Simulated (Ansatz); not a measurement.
# ScW11S24 (Tungstenite): the cost of one run

Program: Ansatz 0.2.0. Level of theory: DFT, PBE, plane-wave PAW, default files, scalar-relativistic. These are calculated values, not measurements.

The COD entry's cell or inner coordinates are ideal or old and differ from later refinements, so a difference from it is no clean test against experiment.

1 further run of the same task is left out (it didn't finish).

## 1. The system as given

It takes space group Pm (No. 6, monoclinic). The conventional cell has a = 6.360 Å, b = 12.500 Å, c = 8.413 Å, α = 90.00°, β = 100.89°, γ = 90.00°. Around Sc (site symmetry m) lie 6 S at 2.41 Å. Around W (site symmetry m) lie 6 S at 2.41 Å. Only part of the 24 independent sites is listed.

As a file:

```cif
data_structure
_symmetry_space_group_name_H-M 'P 1'
_symmetry_Int_Tables_number 1
_cell_length_a 6.3600
_cell_length_b 9.5400
_cell_length_c 12.5000
_cell_angle_alpha 90.000
_cell_angle_beta 90.000
_cell_angle_gamma 120.000
_cell_volume 656.82
loop_
_atom_site_label
_atom_site_type_symbol
_atom_site_fract_x
_atom_site_fract_y
_atom_site_fract_z
_atom_site_occupancy
Sc1 Sc 0.16667 0.22222 0.25000 1
W1 W 0.16667 0.55556 0.25000 1
W2 W 0.16667 0.88889 0.25000 1
W3 W 0.66667 0.22222 0.25000 1
W4 W 0.66667 0.55556 0.25000 1
W5 W 0.66667 0.88889 0.25000 1
W6 W 0.33333 0.11111 0.75000 1
W7 W 0.33333 0.44444 0.75000 1
W8 W 0.33333 0.77778 0.75000 1
W9 W 0.83333 0.11111 0.75000 1
W10 W 0.83333 0.44444 0.75000 1
W11 W 0.83333 0.77778 0.75000 1
S1 S 0.16667 0.22222 0.62500 1
S2 S 0.16667 0.55556 0.62500 1
S3 S 0.16667 0.88889 0.62500 1
S4 S 0.66667 0.22222 0.62500 1
S5 S 0.66667 0.55556 0.62500 1
S6 S 0.66667 0.88889 0.62500 1
S7 S 0.33333 0.11111 0.12500 1
S8 S 0.33333 0.44444 0.12500 1
S9 S 0.33333 0.77778 0.12500 1
S10 S 0.83333 0.11111 0.12500 1
S11 S 0.83333 0.44444 0.12500 1
S12 S 0.83333 0.77778 0.12500 1
S13 S 0.16667 0.22222 0.87500 1
S14 S 0.16667 0.55556 0.87500 1
S15 S 0.16667 0.88889 0.87500 1
S16 S 0.66667 0.22222 0.87500 1
S17 S 0.66667 0.55556 0.87500 1
S18 S 0.66667 0.88889 0.87500 1
S19 S 0.33333 0.11111 0.37500 1
S20 S 0.33333 0.44444 0.37500 1
S21 S 0.33333 0.77778 0.37500 1
S22 S 0.83333 0.11111 0.37500 1
S23 S 0.83333 0.44444 0.37500 1
S24 S 0.83333 0.77778 0.37500 1
```

Atom 1 of the input is the impurity.

## 2. Single point at the given positions

Input file input.yaml:

```yaml
crystal:
  lattice:
    - [6.36, 0.0, 0.0]
    - [-4.77, 8.261882352, 0.0]
    - [0.0, 0.0, 12.5]
  atoms:
    - { symbol: Sc, position: [0.1666666666, 0.2222222222, 0.25], spin: 1.0 }
    - { symbol: W, position: [0.1666666666, 0.5555555556, 0.25] }
    - { symbol: W, position: [0.1666666666, 0.8888888889, 0.25] }
    - { symbol: W, position: [0.6666666666, 0.2222222222, 0.25] }
    - { symbol: W, position: [0.6666666666, 0.5555555556, 0.25] }
    - { symbol: W, position: [0.6666666666, 0.8888888889, 0.25] }
    - { symbol: W, position: [0.3333333334, 0.1111111111, 0.75] }
    - { symbol: W, position: [0.3333333334, 0.4444444444, 0.75] }
    - { symbol: W, position: [0.3333333334, 0.7777777778, 0.75] }
    - { symbol: W, position: [0.8333333334, 0.1111111111, 0.75] }
    - { symbol: W, position: [0.8333333334, 0.4444444444, 0.75] }
    - { symbol: W, position: [0.8333333334, 0.7777777778, 0.75] }
    - { symbol: S, position: [0.1666666666, 0.2222222222, 0.625] }
    - { symbol: S, position: [0.1666666666, 0.5555555556, 0.625] }
    - { symbol: S, position: [0.1666666666, 0.8888888889, 0.625] }
    - { symbol: S, position: [0.6666666666, 0.2222222222, 0.625] }
    - { symbol: S, position: [0.6666666666, 0.5555555556, 0.625] }
    - { symbol: S, position: [0.6666666666, 0.8888888889, 0.625] }
    - { symbol: S, position: [0.3333333334, 0.1111111111, 0.125] }
    - { symbol: S, position: [0.3333333334, 0.4444444444, 0.125] }
    - { symbol: S, position: [0.3333333334, 0.7777777778, 0.125] }
    - { symbol: S, position: [0.8333333334, 0.1111111111, 0.125] }
    - { symbol: S, position: [0.8333333334, 0.4444444444, 0.125] }
    - { symbol: S, position: [0.8333333334, 0.7777777778, 0.125] }
    - { symbol: S, position: [0.1666666666, 0.2222222222, 0.875] }
    - { symbol: S, position: [0.1666666666, 0.5555555556, 0.875] }
    - { symbol: S, position: [0.1666666666, 0.8888888889, 0.875] }
    - { symbol: S, position: [0.6666666666, 0.2222222222, 0.875] }
    - { symbol: S, position: [0.6666666666, 0.5555555556, 0.875] }
    - { symbol: S, position: [0.6666666666, 0.8888888889, 0.875] }
    - { symbol: S, position: [0.3333333334, 0.1111111111, 0.375] }
    - { symbol: S, position: [0.3333333334, 0.4444444444, 0.375] }
    - { symbol: S, position: [0.3333333334, 0.7777777778, 0.375] }
    - { symbol: S, position: [0.8333333334, 0.1111111111, 0.375] }
    - { symbol: S, position: [0.8333333334, 0.4444444444, 0.375] }
    - { symbol: S, position: [0.8333333334, 0.7777777778, 0.375] }
magnetization:
  spin_polarized: true
kpoints:
  mp_grid: { grid: [4, 3, 2] }
scf:
  occupations: { method: fermi_dirac, width: 0.01 }
hamiltonian:
  xc: pbe
  pseudopotentials: { kind: paw }
output:
  forces: true
  stress: true
  populations: true
  efg:
    quadrupole_moments_barn: { Sc: -0.22, S: -0.0694 }
    contact_densities: true
```

Launch:

```
$ ansatz run input.yaml --threads 4 --pin off --max-ram 10240MiB --backend cpu --events-out ev --progress --plain --runs-dir out
```

**Question.** How long does this run take on 4 threads of Arm Neoverse V2, shared host, and how much memory does it need?

About 4.1 min, with a peak of 4.1 GiB.
